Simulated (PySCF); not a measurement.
# The bond of SnF, level by level

What are the lowest state that PBE0 finds, the bond length, vibrational wavenumber and bond energy of SnF, and how much do these hang on the method?

Program: PySCF 2.14.0. Level of theory: Sn x2c-SVPall, F x2c-SVPall, spin-free X2C with a Gaussian nucleus. These are calculated values, not measurements.

## 1. Input

The job is set up so:

- atoms: Sn, F
- charge: 0
- basis: Sn x2c-SVPall, F x2c-SVPall
- Hamiltonian: spin-free X2C with a Gaussian nucleus
- basis functions: 50
- electrons treated: 59
- masses in u: 119.9022, 18.9984
- levels: PBE0, PBE, r²SCAN, BP86, BLYP, r²SCAN0, LC-ωPBE, HF, MP2, SCS-MP2, CCSD, CCSD(T)
- grid: 80 radial by 434 angular points
- occupations: held fixed by the projection of orbital angular momentum
- dissociation limit: Sn + F, each in its ground configuration
- starting distance in angstrom: 1.965
- values of 2S to try: 1, 3

Further steps of the session: The PBE0 curve of the state that the search chose; Excited determinants; PBE (GGA); r²SCAN (meta-GGA); BP86; BLYP; r²SCAN0 (hybrid meta-GGA); LC-ωPBE; UHF (mean field); MP2 and coupled cluster.

**Question.** What will these runs give? Wanted: for each run, Re; ωe; De; μ.

The runs gave:

Lowest PBE0 solution found, without spin–orbit coupling: ²Π (doublet), unpaired electrons π ↑. State 2 has its PBE0 minimum 3.80 eV higher. The other levels ran on the lowest alone.

| level | Re (Å) | ωe (cm⁻¹) | De (eV) | μ (D) |
| --- | --- | --- | --- | --- |
| UHF | 1.948 | 630 | 2.82 | -3.05 |
| UHF-MP2 | 1.961 | 620 | 4.58 | n/a |
| UHF-SCS-MP2 | 1.963 | 616 | 4.44 | n/a |
| UHF-CCSD | 1.962 | 616 | 4.22 | n/a |
| UHF-CCSD(T) | 1.965 | 611 | 4.31 | n/a |
| PBE | 1.980 | 586 | 5.15 | -2.36 |
| BLYP | 1.989 | 576 | 5.13 | -2.39 |
| BP86 | 1.980 | 586 | 5.12 | -2.37 |
| r²SCAN | 1.962 | 608 | 4.80 | -2.46 |
| PBE0 | 1.959 | 613 | 4.69 | -2.61 |
| r²SCAN0 | 1.950 | 625 | 4.45 | -2.66 |
| LC-ωPBE | 1.948 | 632 | 4.79 | -2.52 |

De is counted to Sn + F in their ground configurations. A positive dipole means Sn(−)F(+).

Differences from CCSD(T) in the same basis:

| level | Re (mÅ) | ωe (%) |
| --- | --- | --- |
| UHF | -17 | +3.1 |
| UHF-MP2 | -5 | +1.5 |
| UHF-SCS-MP2 | -3 | +0.9 |
| UHF-CCSD | -3 | +0.9 |
| PBE | +15 | -4.1 |
| BLYP | +23 | -5.7 |
| BP86 | +15 | -4.1 |
| r²SCAN | -3 | -0.5 |
| PBE0 | -6 | +0.4 |
| r²SCAN0 | -16 | +2.3 |
| LC-ωPBE | -17 | +3.5 |

**Reading.** Against CCSD(T) in the same basis, the bond length is nearest at UHF-SCS-MP2 and UHF-CCSD and r²SCAN (-3 mÅ) and farthest at BLYP (+23 mÅ); the wavenumber is nearest at PBE0 (+0.4 %) and farthest at BLYP (-5.7 %). Hartree–Fock falls on the short and stiff side, its usual fault. PBE gives a bond that is too long and too soft, as GGAs tend to. CCSD(T) in a basis this small is itself some way from its limit, more so than the functionals. Among the levels with a De in the table, it runs from 2.82 eV (UHF) to 5.15 eV (PBE).

Correlated steps freeze 19 core orbitals. These are scalar-relativistic numbers at best; spin–orbit coupling would shift them, the dissociation energy most.
